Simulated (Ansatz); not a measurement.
# Cu3O2: the cost of one run

Computed with Ansatz 0.2.0 (DFT PBE, scalar-relativistic, plane waves, PAW, unless a step's input says otherwise).

**1. The structure to begin with**

The structure is hexagonal, space group P-6m2 (No. 187). Conventional cell: a = 4.533 Å, b = 4.533 Å, c = 3.794 Å, α = 90.00°, β = 90.00°, γ = 120.00°. Cu (site symmetry mm2) has 1 O at 1.40 Å as nearest neighbours. O (site symmetry -6m2) is surrounded by 12 Cu at 2.96 Å. Around O (site symmetry -6m2) lie 3 Cu at 1.40 Å.

Coordinates:

```
Cu O
1.0
     4.53264    0.00000    0.00000
    -2.26632    3.92538    0.00000
     0.00000    0.00000    3.79413
Cu O
3 2
Direct
  0.48796 0.51204 0.50000
  0.48796 0.97592 0.50000
  0.02408 0.51204 0.50000
  0.00000 0.00000 0.00000
  0.66667 0.33333 0.50000
```

The cell is invented: random cell by space group and Wyckoff sites (P-6m2, No. 187). Its size is a rough estimate.

**2. The guess as it stands, on a coarse mesh**

input.yaml reads:

```yaml
crystal:
  lattice:
    - [4.53263875, 0.0, 0.0]
    - [-2.26631937, 3.9253803, 0.0]
    - [0.0, 0.0, 3.7941285]
  atoms:
    - { symbol: Cu, position: [0.48796074, 0.51203926, 0.5], spin: 1.0 }
    - { symbol: Cu, position: [0.48796074, 0.97592148, 0.5], spin: -1.0 }
    - { symbol: Cu, position: [0.02407852, 0.51203926, 0.5], spin: -1.0 }
    - { symbol: O, position: [0.0, 0.0, 0.0] }
    - { symbol: O, position: [0.66666667, 0.33333333, 0.5] }
basis:
  ecutwfc: 420
kpoints:
  mp_grid: { grid: [6, 6, 4] }
hamiltonian:
  xc: pbe
scf:
  occupations: { method: gaussian, width: 0.1 }
  lower_state_search: "off"
output:
  forces: true
  stress: true
  eigenvalues: true
  populations: true
magnetization:
  spin_polarized: true
```

On the command line:

```
ansatz run input.yaml --threads 1 --pin off --max-ram 2560MiB --backend cpu --events-out ev --progress --plain --runs-dir out
```

Q: Estimate wall time and peak memory on 1 thread of Intel Xeon at 2.70GHz, shared host.

About 60 s, with a peak of 0.46 GiB.
